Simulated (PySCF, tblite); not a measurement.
# C₂₀H₁₄BN: electronic excitations, NMR shifts

Aim: compute the electronic excitations, NMR shifts of C₂₀H₁₄BN (`C1=CB2C=CN3C=Cc4ccc5ccccc5c4C3=C2C=C1`).

Programs: tblite 0.8.0 and PySCF 2.14.0, with routines of our own; each step states its level. All values are computed. Atoms count from 0.

### 1 The starting structure

36 atoms, charge 0, multiplicity 1; geometry from: force field, distance geometry or constructed start.

### 2 Geometry optimisation with GFN2-xTB

The job: settings as JSON, then the geometry in Å.

```
{"job": {"kind": "relax", "xc": "GFN2-xTB", "basis": "xTB"}, "charge": 0, "multiplicity": 1}
C     -3.591200    -2.212400    -0.384400
C     -3.887900    -1.076700    -1.045700
B     -2.868600     0.105600    -0.987900
C     -3.103700     1.509200    -1.635800
C     -2.202300     2.459600    -1.392300
N     -1.037700     2.212400    -0.581100
C     -0.416300     3.332400     0.080400
C      0.626500     3.159800     0.907300
C      1.283800     1.836700     1.029700
C      2.477200     1.729900     1.745500
C      3.215200     0.548000     1.705400
C      2.814200    -0.506900     0.876800
C      3.633200    -1.635200     0.740700
C      3.300800    -2.640700    -0.174600
C      2.154100    -2.508200    -0.961500
C      1.321900    -1.399900    -0.815900
C      1.606100    -0.404800     0.140900
C      0.760700     0.718500     0.341800
C     -0.616600     0.869800    -0.217700
C     -1.532700    -0.128400    -0.223500
C     -1.415100    -1.415200     0.508100
C     -2.355700    -2.373900     0.420200
H     -4.298100    -3.026400    -0.409900
H     -4.813000    -0.990100    -1.595700
H     -3.990800     1.711300    -2.212100
H     -2.388100     3.453900    -1.784300
H     -0.826600     4.328300    -0.039000
H      1.037300     4.017300     1.419700
H      2.862300     2.574500     2.304300
H      4.144700     0.490400     2.270400
H      4.555200    -1.730100     1.307300
H      3.937800    -3.503500    -0.284500
H      1.917900    -3.276200    -1.693500
H      0.476200    -1.318900    -1.481800
H     -0.568300    -1.594400     1.156700
H     -2.219000    -3.294000     0.970600
```

Run with:

```sh
> OMP_NUM_THREADS=1 python large_run.py task.json out
```

One launch serves the whole session: the jobs run in the order shown.

The log of the run:

```text
step      E/eV     max force
  0   -1471.14985    2.379
  1   -1471.52761    0.860
  2   -1471.63432    0.901
  3   -1471.75985    0.752
  4   -1471.83033    0.561
  5   -1471.86800    0.461
  6   -1471.89624    0.312
  7   -1471.92018    0.298
  8   -1471.93995    0.264
  9   -1471.95133    0.187
 10   -1471.95761    0.140
 11   -1471.96198    0.132
 12   -1471.96551    0.107
 13   -1471.96821    0.099
 14   -1471.97069    0.123
 15   -1471.97362    0.129
 16   -1471.97678    0.107
 17   -1471.97916    0.083
 18   -1471.98055    0.083
 19   -1471.98156    0.073
 20   -1471.98276    0.075
 21   -1471.98427    0.093
 22   -1471.98592    0.087
 23   -1471.98743    0.070
 24   -1471.98861    0.067
 25   -1471.98937    0.053
 26   -1471.98987    0.041
 27   -1471.99029    0.046
 28   -1471.99070    0.039
 29   -1471.99108    0.036
 30   -1471.99142    0.037
 31   -1471.99178    0.036
 32   -1471.99221    0.042
 33   -1471.99271    0.042
 34   -1471.99320    0.047
 35   -1471.99362    0.044
 36   -1471.99404    0.045
 37   -1471.99451    0.045
 38   -1471.99500    0.037
 39   -1471.99547    0.040
 40   -1471.99596    0.039
 41   -1471.99656    0.045
 42   -1471.99726    0.047
 43   -1471.99794    0.048
 44   -1471.99853    0.043
 45   -1471.99906    0.042
 46   -1471.99959    0.047
 47   -1472.00009    0.051
 48   -1472.00051    0.042
 49   -1472.00084    0.034
 50   -1472.00116    0.037
 51   -1472.00152    0.041
 52   -1472.00192    0.032
 53   -1472.00232    0.033
 54   -1472.00268    0.031
 55   -1472.00300    0.027
 56   -1472.00326    0.027
 57   -1472.00345    0.023
 58   -1472.00360    0.026
 59   -1472.00376    0.023
 60   -1472.00394    0.028
 61   -1472.00411    0.025
 62   -1472.00425    0.020
 63   -1472.00435    0.016
```

It took 5.2 s on 1 thread of Intel Xeon Platinum 8259CL at 2.50GHz, shared host; peak memory 0.19 GiB.

The steps of the relaxation:

| step | energy from step 0 (eV) | largest force (eV/Å) |
| --- | --- | --- |
| 0 | 0.0000 | 2.3794 |
| 1 | -0.3778 | 0.8600 |
| 2 | -0.4845 | 0.9008 |
| 3 | -0.6100 | 0.7516 |
| 4 | -0.6805 | 0.5611 |
| 5 | -0.7181 | 0.4613 |
| 6 | -0.7464 | 0.3122 |
| 7 | -0.7703 | 0.2980 |
| 8 | -0.7901 | 0.2640 |
| 12 | -0.8157 | 0.1069 |
| 17 | -0.8293 | 0.0832 |
| 21 | -0.8344 | 0.0928 |
| 26 | -0.8400 | 0.0412 |
| 31 | -0.8419 | 0.0359 |
| 35 | -0.8438 | 0.0432 |
| 40 | -0.8461 | 0.0393 |
| 45 | -0.8492 | 0.0424 |
| 49 | -0.8510 | 0.0350 |
| 54 | -0.8528 | 0.0313 |
| 59 | -0.8539 | 0.0229 |
| 60 | -0.8541 | 0.0277 |
| 61 | -0.8543 | 0.0251 |
| 62 | -0.8544 | 0.0199 |
| 63 | -0.8545 | 0.0161 |

Distances of close pairs at the start and the end, largest changes first:

| bond | before (Å) | after (Å) | change (Å) |
| --- | --- | --- | --- |
| N5–C6 | 1.442 | 1.371 | -0.071 |
| N5–C18 | 1.453 | 1.387 | -0.066 |
| C4–N5 | 1.441 | 1.376 | -0.064 |
| C0–C21 | 1.483 | 1.419 | -0.064 |
| C19–C20 | 1.485 | 1.422 | -0.063 |
| C7–C8 | 1.482 | 1.426 | -0.056 |
| C17–C18 | 1.494 | 1.446 | -0.048 |
| C18–C19 | 1.355 | 1.398 | +0.044 |

The final coordinates are the input of the step that follows.

### 3 Electronic excitations: TDA PBE0/6-31G*

The job: settings as JSON, then the geometry in Å.

```
{"job": {"kind": "uv", "basis": "6-31G*", "grid": 1, "kgrid": 0, "vcut": 1.5, "nstates": 6, "ntriplets": 2, "tda": true, "delta": ["ip_vertical"], "pop": true, "xc": "PBE0"}, "charge": 0, "multiplicity": 1}
C     -3.426155    -2.291499    -0.442818
C     -3.757359    -1.160230    -1.120932
B     -2.838951     0.049025    -1.019389
C     -3.034508     1.446646    -1.592286
C     -2.184003     2.423136    -1.212412
N     -1.059594     2.203153    -0.449985
C     -0.384816     3.293005     0.035772
C      0.697358     3.179686     0.830022
C      1.315068     1.904865     0.995927
C      2.530030     1.754671     1.702137
C      3.177499     0.559492     1.713955
C      2.724641    -0.508280     0.900266
C      3.503627    -1.669018     0.731592
C      3.142876    -2.631134    -0.171120
C      1.998065    -2.451996    -0.957472
C      1.195100    -1.358251    -0.778694
C      1.505017    -0.378822     0.186600
C      0.716223     0.802234     0.373837
C     -0.642414     0.925768    -0.106073
C     -1.561034    -0.125153    -0.190692
C     -1.371370    -1.354818     0.497891
C     -2.270553    -2.369363     0.377382
H     -4.056149    -3.173898    -0.480569
H     -4.683292    -1.165265    -1.684784
H     -3.859236     1.744739    -2.225231
H     -2.326930     3.464743    -1.476886
H     -0.806731     4.252955    -0.222626
H      1.153056     4.055321     1.262364
H      2.925525     2.608424     2.233154
H      4.085518     0.427485     2.284527
H      4.412393    -1.767540     1.308100
H      3.751993    -3.512615    -0.304713
H      1.751319    -3.181052    -1.714694
H      0.326969    -1.223104    -1.404222
H     -0.539677    -1.474152     1.181079
H     -2.115853    -3.277406     0.945670
```

With the program's defaults for keys left out, this is: TDA PBE0/6-31G*, vertical, gas phase, core orbitals frozen in the response, virtual orbitals cut by energy.

The log of the run:

```text
start: PBE on a coarse grid of 30582 points
cycle   1  E = -848.9937011213  dE =  3.925e+00  |g| = 1.030e+00  |ddm| = 7.171e+00
cycle   2  E = -845.8009983441  dE =  3.193e+00  |g| = 3.010e+00  |ddm| = 5.180e+00
cycle   3  E = -848.9692835790  dE = -3.168e+00  |g| = 9.604e-01  |ddm| = 4.752e+00
cycle   4  E = -849.3016307553  dE = -3.323e-01  |g| = 2.133e-01  |ddm| = 1.568e+00
cycle   5  E = -849.2911625902  dE =  1.047e-02  |g| = 2.862e-01  |ddm| = 5.631e-01
cycle   6  E = -849.3139335708  dE = -2.277e-02  |g| = 5.723e-02  |ddm| = 3.550e-01
cycle   7  E = -849.3147701447  dE = -8.366e-04  |g| = 2.364e-02  |ddm| = 8.688e-02
cycle   8  E = -849.3149232172  dE = -1.531e-04  |g| = 9.324e-03  |ddm| = 3.858e-02
final grid: 134388 points
cycle   9  E = -849.1610214907  dE = -9.705e-03  |g| = 5.187e-02  |ddm| = 9.870e-01
cycle  10  E = -849.1602435921  dE =  7.779e-04  |g| = 7.314e-02  |ddm| = 1.550e-01
cycle  11  E = -849.1616733365  dE = -1.430e-03  |g| = 2.450e-02  |ddm| = 1.137e-01
cycle  12  E = -849.1618414875  dE = -1.682e-04  |g| = 3.588e-03  |ddm| = 3.061e-02
cycle  13  E = -849.1618443700  dE = -2.882e-06  |g| = 2.124e-03  |ddm| = 6.371e-03
cycle  14  E = -849.1618480051  dE = -3.635e-06  |g| = 6.099e-04  |ddm| = 3.304e-03
cycle  15  E = -849.1618475875  dE =  4.176e-07  |g| = 2.224e-04  |ddm| = 9.917e-04
cycle  16  E = -849.1618458400  dE =  1.747e-06  |g| = 6.512e-05  |ddm| = 3.339e-04
converged SCF energy = -849.1618458400
Vertical ionisation energy (delta-SCF) = 6.7047 eV   <S^2> = 0.786

Static polarisability (au): isotropic 239.295, principal 105.331 285.818 326.737

Singlet excitations
state   eV       nm        f      main configurations
  1   3.0802    402.5   0.04195   H->L 0.74, H->L+1 0.16
  2   3.3659    368.4   0.16811   H->L+1 0.57, H->L 0.17, H-1->L 0.15
  3   3.6283    341.7   0.02877   H-1->L 0.65, H->L+1 0.20
  4   3.7659    329.2   0.06094   H-1->L+1 0.90
  5   4.0723    304.5   0.15931   H-2->L 0.52, H->L+2 0.28, H-1->L+2 0.09
  6   4.2690    290.4   0.06094   H-2->L+1 0.50, H-3->L 0.17, H-2->L 0.09

Triplet excitations (Tamm-Dancoff, eV): 2.2885 2.5596
```

Wall time 2.8 min (1 thread of Intel Xeon Platinum 8259CL at 2.50GHz, shared host); peak memory 0.68 GiB.

Frontier orbitals and where they lie:

| orbital | eV | atoms |
| --- | --- | --- |
| HOMO−4 | -7.47 | C3 18 %, C4 12 %, B2 8 % |
| HOMO−3 | -7.08 | C13 12 %, C16 12 %, C0 9 % |
| HOMO−2 | -6.41 | C9 15 %, C14 12 %, C12 12 % |
| HOMO−1 | -5.89 | C20 15 %, C1 14 %, C0 13 % |
| HOMO | -5.39 | C21 20 %, B2 14 %, C1 14 % |
| LUMO | -1.61 | C10 16 %, C8 10 %, C18 9 % |
| LUMO+1 | -1.36 | C6 14 %, C7 11 %, C18 11 % |
| LUMO+2 | -0.42 | C9 15 %, C14 15 %, C11 10 % |
| LUMO+3 | 0.23 | C4 22 %, C3 11 %, B2 11 % |

With each of the 6 states as a Gaussian band of 0.4 eV half-width at 1/e, the curve within the window shown has maxima at 352 nm (ε 10,000), 311 nm (ε 11,000) L/(mol cm). Beyond the last state computed it falls off for lack of states. The curve at chosen wavelengths:

nm, ε (L/mol/cm) and a bar:
```
      271       2835 ########
      280       5326 ###############
      289       7901 ######################
      298       9754 ############################
      307      10554 ##############################
      317      10536 ##############################
      326      10261 #############################
      335      10109 #############################
      344      10133 #############################
      353      10181 #############################
      362      10049 #############################
      371       9606 ###########################
      380       8836 #########################
      390       7688 ######################
      399       6523 ##################
      408       5355 ###############
      417       4269 ############
      426       3318 #########
      435       2523 #######
      444       1883 #####
      453       1382 ###
      463        963 ##
      472        687 #
      481        485 #
      490        339 
      499        235
```

Leading natural transition orbitals of singlet state 2: the hole lies on C21 13 %; C1, C19 about 10 % each; B2 10 %; the particle on C18 15 %; C7, C16 about 8 % each; B2 7 %.

Leading natural transition orbitals of singlet state 1: the hole lies on C1, C21 about 17 % each; B2 12 %; C20 12 %; the particle on C8, C10, C17 about 12 % each; C6 9 %.

Ground-state properties from the same run:

| property | computed |
| --- | --- |
| dipole moment (D) | 4.23 |
| polarisability (Å³) | 35.46 |
| HOMO–LUMO gap (eV) | 3.77 |
| −ε(HOMO) (eV) | 5.39 |

The fields below are evaluated on a grid from the run's orbitals.

Frontier orbitals at PBE0/6-31G*, with the share of their density that lies nearest to each atom:

| orbital | energy (eV) | lies on |
| --- | --- | --- |
| HOMO | -5.39 | C21 17 %; B2 12 %; C1, C19 about 11 % each |
| LUMO | -1.61 | C10 13 %; C8, C17, C18 about 9 % each; N5 7 % |

ELF in a plane through or near 12 of the atoms.

Values, 10 rows by 14 columns:
```
0.00 0.00 0.00 0.00 0.00 0.00 0.00 0.00 0.00 0.00 0.00 0.00 0.00 0.00
0.00 0.00 0.00 0.00 0.00 0.14 0.25 0.01 0.41 0.00 0.00 0.00 0.00 0.00
0.00 0.00 0.00 0.02 0.27 0.45 0.92 0.51 0.83 0.01 0.09 0.00 0.00 0.00
0.00 0.00 0.01 0.13 0.67 0.73 0.82 0.26 0.67 0.62 0.49 0.01 0.00 0.00
0.00 0.00 0.19 0.57 0.64 0.06 0.38 0.73 0.59 0.10 0.63 0.47 0.02 0.00
0.00 0.00 0.05 0.36 0.77 0.84 0.59 0.08 0.51 0.49 0.66 0.07 0.02 0.00
0.00 0.28 1.00 0.59 0.54 0.04 0.34 0.19 0.51 0.14 0.36 0.98 0.65 0.00
0.00 0.00 0.00 0.14 0.50 0.23 0.10 0.01 0.43 0.49 0.57 0.03 0.00 0.00
0.00 0.00 0.00 0.02 0.01 0.00 0.00 0.00 0.00 0.00 0.04 0.00 0.00 0.00
0.00 0.00 0.00 0.00 0.00 0.00 0.00 0.00 0.00 0.00 0.00 0.00 0.00 0.00
```
The map spans 14.9 Å across and 13.6 Å up, centred on the molecule. Atoms in the plane (x, y in Å): C1 (-3.8, -1.5), B2 (-3.0, -0.2), N5 (-1.3, 2.1), C6 (-0.6, 3.3), C11 (2.9, -0.3), C12 (3.7, -1.4), C16 (1.5, -0.3), C17 (0.7, 0.9), C18 (-0.7, 0.9), H23 (-4.9, -1.6), H26 (-1.2, 4.2), H30 (4.7, -1.4).

On the surface of density 0.002 e/bohr³ the electrostatic potential runs, from the 1st to the 99th percentile, from -1.28 V near C1 to 1.43 V near H26.

### 4 NMR shifts: GIAO PBE/pcSseg-1

The job, as its differences from that of step 3:

```diff
@@ -1,2 +1,2 @@
-{"job": {"kind": "uv", "basis": "6-31G*", "grid": 1, "kgrid": 0, "vcut": 1.5, "nstates": 6, "ntriplets": 2, "tda": true, "delta": ["ip_vertical"], "pop": true, "xc": "PBE0"}, "charge": 0, "multiplicity": 1}
+{"job": {"kind": "nmr", "basis": "pcSseg-1", "pop": false, "xc": "PBE"}, "charge": 0, "multiplicity": 1}
 C     -3.426155    -2.291499    -0.442818
```

Level: GIAO PBE/pcSseg-1 NMR shielding, non-relativistic, gas phase.

The log of the run:

```text
start: PBE on a coarse grid of 30582 points
cycle   1  E = -848.5144188810  dE =  3.882e+00  |g| = 1.021e+00  |ddm| = 6.815e+00
cycle   2  E = -845.3277630904  dE =  3.187e+00  |g| = 3.044e+00  |ddm| = 5.055e+00
cycle   3  E = -848.5031604427  dE = -3.175e+00  |g| = 9.347e-01  |ddm| = 4.789e+00
cycle   4  E = -848.8098391084  dE = -3.067e-01  |g| = 2.194e-01  |ddm| = 1.625e+00
cycle   5  E = -848.8016434257  dE =  8.196e-03  |g| = 2.790e-01  |ddm| = 5.394e-01
cycle   6  E = -848.8227168503  dE = -2.107e-02  |g| = 5.551e-02  |ddm| = 3.332e-01
cycle   7  E = -848.8234700883  dE = -7.532e-04  |g| = 2.539e-02  |ddm| = 8.699e-02
cycle   8  E = -848.8236418850  dE = -1.718e-04  |g| = 9.192e-03  |ddm| = 4.293e-02
final grid: 285308 points
cycle   9  E = -848.9998576798  dE =  8.051e-05  |g| = 3.454e-02  |ddm| = 1.914e-01
cycle  10  E = -848.9972396648  dE =  2.618e-03  |g| = 9.839e-02  |ddm| = 1.778e-01
cycle  11  E = -849.0001372129  dE = -2.898e-03  |g| = 1.694e-02  |ddm| = 1.405e-01
cycle  12  E = -849.0002122927  dE = -7.508e-05  |g| = 3.963e-03  |ddm| = 2.182e-02
cycle  13  E = -849.0002160860  dE = -3.793e-06  |g| = 1.170e-03  |ddm| = 6.124e-03
cycle  14  E = -849.0002174494  dE = -1.363e-06  |g| = 4.485e-04  |ddm| = 1.908e-03
cycle  15  E = -849.0002181940  dE = -7.446e-07  |g| = 1.286e-04  |ddm| = 5.941e-04
cycle  16  E = -849.0002171921  dE =  1.002e-06  |g| = 6.544e-05  |ddm| = 2.271e-04
converged SCF energy = -849.0002171921

GIAO shielding tensors (ppm)
atom      isotropic    diamagn.    paramagn.     s11        s22        s33       span
  0 C       37.873     252.227    -214.354    -74.882     28.112    160.390    235.273
  1 C       42.606     260.147    -217.541    -77.686     27.926    177.578    255.264
  2 B       73.329     192.679    -119.350     32.394     40.939    146.654    114.260
  3 C       46.175     259.121    -212.946    -79.461     40.691    177.295    256.756
  4 C       48.275     245.973    -197.698    -44.217     69.813    119.229    163.446
  5 N       54.719     337.937    -283.217    -46.934     -9.617    220.710    267.644
  6 C       48.886     248.479    -199.593    -33.265     61.795    118.128    151.393
  7 C       64.939     254.013    -189.074    -24.142     68.867    150.092    174.234
  8 C       50.472     254.030    -203.558    -23.766     -4.526    179.708    203.475
  9 C       56.887     249.904    -193.017    -36.534     51.932    155.264    191.798
 10 C       47.473     249.877    -202.404    -48.613     38.574    152.458    201.071
 11 C       48.237     253.191    -204.954    -23.182    -17.336    185.229    208.411
 12 C       51.770     245.838    -194.068    -44.076     44.735    154.651    198.727
 13 C       51.618     254.598    -202.979    -52.076     35.746    171.186    223.263
 14 C       52.803     252.764    -199.960    -51.581     38.878    171.112    222.693
 15 C       50.361     253.527    -203.166    -46.917     23.429    174.571    221.488
 16 C       48.095     256.096    -208.001    -26.536     -9.626    180.448    206.983
 17 C       56.315     256.082    -199.767    -20.070     18.930    170.086    190.156
 18 C       37.514     258.764    -221.250    -46.219     25.931    132.830    179.049
 19 C       46.113     263.824    -217.711    -59.194      1.446    196.086    255.281
 20 C       47.041     258.261    -211.220    -49.034     29.882    160.274    209.308
 21 C       52.263     255.310    -203.047    -49.316     46.575    159.529    208.844
 22 H       23.486      27.941      -4.455     19.773     23.936     26.751      6.978
 23 H       23.571      28.702      -5.131     20.883     22.292     27.539      6.656
 24 H       23.472      28.613      -5.142     20.661     22.293     27.461      6.800
 25 H       23.236      28.966      -5.729     16.181     25.135     28.393     12.212
 26 H       23.752      29.382      -5.629     17.353     25.611     28.293     10.940
 27 H       24.457      31.593      -7.135     19.635     25.777     27.960      8.325
 28 H       23.803      31.270      -7.467     18.654     24.945     27.809      9.155
 29 H       23.434      31.338      -7.904     18.611     24.206     27.485      8.875
 30 H       23.591      30.690      -7.099     18.882     24.238     27.653      8.772
 31 H       23.896      28.284      -4.388     19.899     25.205     26.583      6.684
 32 H       24.140      32.060      -7.920     19.580     24.138     28.701      9.121
 33 H       22.946      36.485     -13.540     15.140     22.098     31.600     16.460
 34 H       23.840      37.112     -13.272     17.686     22.084     31.752     14.067
 35 H       24.506      32.669      -8.163     20.363     23.804     29.351      8.988
```

It took 98 s on 1 thread of Intel Xeon Platinum 8259CL at 2.50GHz, shared host; peak memory 0.7 GiB.

Shifts follow as δ = σ(reference) − σ, with reference shieldings (ppm) from runs at the same level and on the same kind of geometry: $^{1}$H TMS 31.64, $^{13}$C TMS 182.6, $^{15}$N NH3 267.3, $^{11}$B BF3·OEt2 94.2. The references are single molecules in the gas phase, so shifts against H2O, NH3, PH3, H3PO4 or CFCl3 are not on the usual liquid scales and can be off by tens of ppm.

| atoms | environment | σ (ppm) | δ (ppm) |
| --- | --- | --- | --- |
| C18 | alkene carbon bearing nitrogen | 37.5 | 145.1 |
| C0 | alkene CH | 37.9 | 144.8 |
| C1 | alkene CH | 42.6 | 140.0 |
| C19 | β carbon of an enol-ether or enamine type C=C | 46.1 | 136.5 |
| C3 | β carbon of an enol-ether or enamine type C=C | 46.2 | 136.4 |
| C20 | alkene CH | 47.0 | 135.6 |
| C10 | aromatic CH | 47.5 | 135.2 |
| C16 | ring-fusion aromatic carbon | 48.1 | 134.5 |
| C11 | ring-fusion aromatic carbon | 48.2 | 134.4 |
| C4 | alkene carbon bearing nitrogen | 48.3 | 134.3 |
| C6 | alkene carbon bearing nitrogen | 48.9 | 133.7 |
| C15 | aromatic CH | 50.4 | 132.3 |
| C8 | substituted aromatic carbon | 50.5 | 132.2 |
| C13 | aromatic CH | 51.6 | 131.0 |
| C12 | aromatic CH | 51.8 | 130.9 |
| C21 | alkene CH | 52.3 | 130.4 |
| C14 | aromatic CH | 52.8 | 129.8 |
| C17 | substituted aromatic carbon | 56.3 | 126.3 |
| C9 | aromatic CH | 56.9 | 125.7 |
| C7 | β carbon of an enol-ether or enamine type C=C | 64.9 | 117.7 |
| H33 | hydrogen on an aromatic CH | 22.95 | 8.69 |
| H25 | hydrogen on an alkene carbon bearing nitrogen | 23.24 | 8.40 |
| H29 | hydrogen on an aromatic CH | 23.43 | 8.21 |
| H24 | hydrogen on a β carbon of an enol-ether or enamine type C=C | 23.47 | 8.17 |
| H22 | hydrogen on an alkene CH | 23.49 | 8.15 |
| H23 | hydrogen on an alkene CH | 23.57 | 8.07 |
| H30 | hydrogen on an aromatic CH | 23.59 | 8.05 |
| H26 | hydrogen on an alkene carbon bearing nitrogen | 23.75 | 7.89 |
| H28 | hydrogen on an aromatic CH | 23.80 | 7.84 |
| H34 | hydrogen on an alkene CH | 23.84 | 7.80 |
| H31 | hydrogen on an aromatic CH | 23.90 | 7.74 |
| H32 | hydrogen on an aromatic CH | 24.14 | 7.50 |
| H27 | hydrogen on a β carbon of an enol-ether or enamine type C=C | 24.46 | 7.18 |
| H35 | hydrogen on an alkene CH | 24.51 | 7.13 |
| B2 | boron bonded to 3 C, in a 6-membered ring | 73.3 | 20.9 |
| N5 | enamine nitrogen | 54.7 | 212.6 |

Ring of atoms C0, C1, B2, C19, C20, C21: NICS(0) -4.0, NICS(1) -7.4, NICS(1)zz -18.3 ppm (means of both faces; NICS(1) differs between them: -8.4 and -6.4).

Ring of atoms B2, C3, C4, N5, C18, C19: NICS(0) -6.5, NICS(1) -9.0, NICS(1)zz -22.9 ppm (means of both faces).

Ring of atoms N5, C6, C7, C8, C17, C18: NICS(0) -2.2, NICS(1) -5.2, NICS(1)zz -9.7 ppm (means of both faces).

### 5 Summary of results

| quantity | value |
| --- | --- |
| lowest singlet (PBE0/6-31G*) | 3.08 eV (403 nm), f = 0.042 |
| brightest single state of those computed | state 2, 3.37 eV, f = 0.168 |
| lowest triplet | 2.29 eV |
| surface potential, 1st and 99th percentile | -1.28 V and 1.43 V |
| $^{13}$C shifts against TMS (PBE/pcSseg-1) | 145.1, 144.8, 140.0, 136.5, 136.4, 135.6, 135.2, 134.5, 134.4, 134.3, 133.7, 132.3, 132.2, 131.0 ppm and more |
| $^{1}$H shifts against TMS (PBE/pcSseg-1) | 8.69, 8.40, 8.21, 8.17, 8.15, 8.07, 8.05, 7.89, 7.84, 7.80, 7.74, 7.50, 7.18, 7.13 ppm |
| $^{11}$B shifts against BF3·OEt2 (PBE/pcSseg-1) | 20.9 ppm |
| $^{15}$N shifts against NH3 (PBE/pcSseg-1) | 212.6 ppm |

**Reading.** The first singlet state (HOMO→LUMO 0.74, HOMO→LUMO+1 0.16) lies at 3.08 eV and is weak; of the 6 states computed, the strongest absorption comes from state 2 at 3.37 eV. State 1 absorbs in the visible (403 nm). The lowest triplet lies 0.79 eV below the lowest singlet. By nearest atom (PBE0/6-31G*), the HOMO sits on C21 17 %; B2 12 % and the LUMO on C10 13 %; C8, C17, C18 about 9 % each. NICS(1)zz of -18 ppm above the planar ring from C0 marks a diatropic (aromatic) ring current.
